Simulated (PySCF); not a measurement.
Crystal: C3OH2, in a box.

```
C O H
1.0
    11.00000    0.00000    0.00000
     0.00000   13.00000    0.00000
     0.00000    0.00000   13.00000
C O H
3 1 2
Direct
  0.44341 0.58408 0.43861
  0.46759 0.51772 0.49963
  0.50113 0.44076 0.57447
  0.44732 0.36114 0.58640
  0.42058 0.64209 0.38402
  0.58179 0.46070 0.62121
```

Base run:

| Property | Result |
| --- | --- |
| Program | PySCF 2.14.0 |
| Functional | wB97X |
| Potentials or basis | 6-31g* (all-electron) |
| k mesh | 1 × 1 × 1 |
| Occupations | fixed |
| Spin | no spin polarisation |

Its results: gap between the frontier levels 10.98 eV.

**Question.** The run is repeated on the same cell with these changes: functional from wB97X to BLYP. What comes out?

**Answer.** Gap between the frontier levels 3.36 eV.

wB97X gives the wider gap, since exact exchange removes part of the self-interaction.

Caveats: this is a molecule in a periodic box at the Γ point, so its band gap is the HOMO-LUMO gap; the basis of atomic orbitals isn't converged, which shifts pressures, moduli and gaps.

A k mesh can miss the band edges.

Not every run made on this cell is shown here.
